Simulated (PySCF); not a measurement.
# CH4BBr: the cost of one run

Computed with PySCF 2.14.0, with density-fitted response routines of our own, on a single molecule in the gas phase. Atoms are numbered from 0 throughout.

## 1. The molecule as given

7 atoms, charge 0, multiplicity 1; geometry from: PBE0-D3(BJ)/def2-SVP.

Bonds of the start (Å): C0–B1 1.55, B1–Br2 1.91, C0–H3 1.10, C0–H4 1.11, C0–H5 1.10, B1–H6 1.21.

## 2. NMR shieldings: HF/pcSseg-2

The job: settings as JSON, then the geometry in Å.

```
{"job": {"kind": "nmr", "xc": "HF", "basis": "pcSseg-2", "pop": false}, "charge": 0, "multiplicity": 1}
C     -0.731763    -0.339538    -0.180590
B      0.743889     0.136077    -0.256180
Br     2.200683    -1.096822    -0.351020
H     -1.224383     0.132986     0.687493
H     -1.267948     0.056474    -1.062548
H     -0.872933    -1.427401    -0.134930
H      1.055188     1.301627    -0.268669
```

Method: GIAO HF/pcSseg-2 NMR shielding, non-relativistic, gas phase.

On the command line:

```
$ OMP_NUM_THREADS=1 python probes_run.py task.json out
```

This one command runs all jobs of the session in turn.

Q: Estimate the wall time and peak memory of this first job on 1 thread of Arm Neoverse V1, shared host.

About 7.2 s, with a peak of 0.77 GiB.
